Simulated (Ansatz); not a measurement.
# ClH6NSi2: small, medium and large basis sets

One table from this session's results is given with a row withheld; the runs are named, their logs left out.

Computed with Ansatz 0.2.0, Gaussian basis. Level: one geometry, several basis sets.

The runs, in order: PBE0-D4/def2-SVP; ωB97M-V/def2-SVP; PBE0-D4/def2-QZVPP; ωB97M-V/def2-QZVPP; the functionals' def2-TZVPP values are taken from earlier runs.

### The relaxed structure

All runs share one geometry, relaxed beforehand with PBE0-D4 in a triple-zeta def2 set.

SMILES `N[SiH]([SiH3])Cl`, 10 atoms, charge 0, spin multiplicity 1.

Atoms are counted from 1 here; the program's logs count them from 0.

Bond lengths: N1–Si2 1.706 Å, N1–H5 1.008 Å, N1–H6 1.008 Å, Si2–Si3 2.336 Å, Si2–Cl4 2.083 Å, Si2–H7 1.482 Å, Si3–H8 1.486 Å, Si3–H9 1.489 Å, Si3–H10 1.488 Å. Angles: Si2–N1–H5 120.5°, Si2–N1–H6 120.3°, H5–N1–H6 111.1°, N1–Si2–Si3 109.4°, N1–Si2–Cl4 114.5°, N1–Si2–H7 107.1°, Si3–Si2–Cl4 106.1°, Si3–Si2–H7 114.7°, Cl4–Si2–H7 105.1°, Si2–Si3–H8 110.2°, Si2–Si3–H9 108.8°, Si2–Si3–H10 110.7°, H8–Si3–H9 109.0°, H8–Si3–H10 109.3°, H9–Si3–H10 108.7°.

Coordinates:

```
N    -0.5004    1.6404   -0.4766
Si   -0.0887    0.0244   -0.8347
Si    0.6780   -1.0308    1.1036
Cl   -1.6696   -1.1358   -1.5384
H    -1.0668    1.8573    0.3279
H    -0.6576    2.3023   -1.2205
H     0.8891    0.0600   -1.9482
H     0.8722   -2.4826    0.8551
H    -0.3361   -0.8538    2.1795
H     1.9629   -0.4326    1.5554
```

Set-up of the first run:

The input, in.yaml:

```yaml
crystal:
  periodic: [false, false, false]
  atoms:
    - {symbol: N, position_ang: [-0.500397, 1.640414, -0.476629]}
    - {symbol: Si, position_ang: [-0.088680, 0.024356, -0.834749]}
    - {symbol: Si, position_ang: [0.678014, -1.030751, 1.103594]}
    - {symbol: Cl, position_ang: [-1.669623, -1.135777, -1.538402]}
    - {symbol: H, position_ang: [-1.066826, 1.857286, 0.327869]}
    - {symbol: H, position_ang: [-0.657564, 2.302288, -1.220499]}
    - {symbol: H, position_ang: [0.889068, 0.060013, -1.948241]}
    - {symbol: H, position_ang: [0.872239, -2.482584, 0.855065]}
    - {symbol: H, position_ang: [-0.336064, -0.853848, 2.179463]}
    - {symbol: H, position_ang: [1.962933, -0.432596, 1.555431]}
basis:
  gaussian: {orbitals: def2-SVP}
hamiltonian: {xc: pbe0, dispersion: d4}
output: {orbitals: {seedname: orbitals}}
```

Steps of the session up to this table: PBE0-D4 in def2-SVP; ωB97M-V in def2-SVP; PBE0-D4 in def2-QZVPP; ωB97M-V in def2-QZVPP.

One table of the session follows, with a row left open; its other results are not shown here.

It belongs to the step «Functionals by basis». 

| functional | basis | HOMO (eV) | LUMO (eV) |
| --- | --- | --- | --- |
| PBE0-D4 | def2-SVP | -7.75 | 0.18 |
| PBE0-D4 | def2-TZVPP | -7.90 | -0.22 |
| PBE0-D4 | def2-QZVPP | -7.93 | -0.35 |
| ωB97M-V | def2-SVP | -9.86 | 2.04 |
| ωB97M-V | def2-TZVPP | -10.01 | 1.45 |
| ωB97M-V | def2-QZVPP | ? | ? |

**Question.** Estimate the row for ωB97M-V, def2-QZVPP.

As computed: HOMO (eV): -10.05; LUMO (eV): 1.15. In the column «HOMO (eV)» it is the lowest.
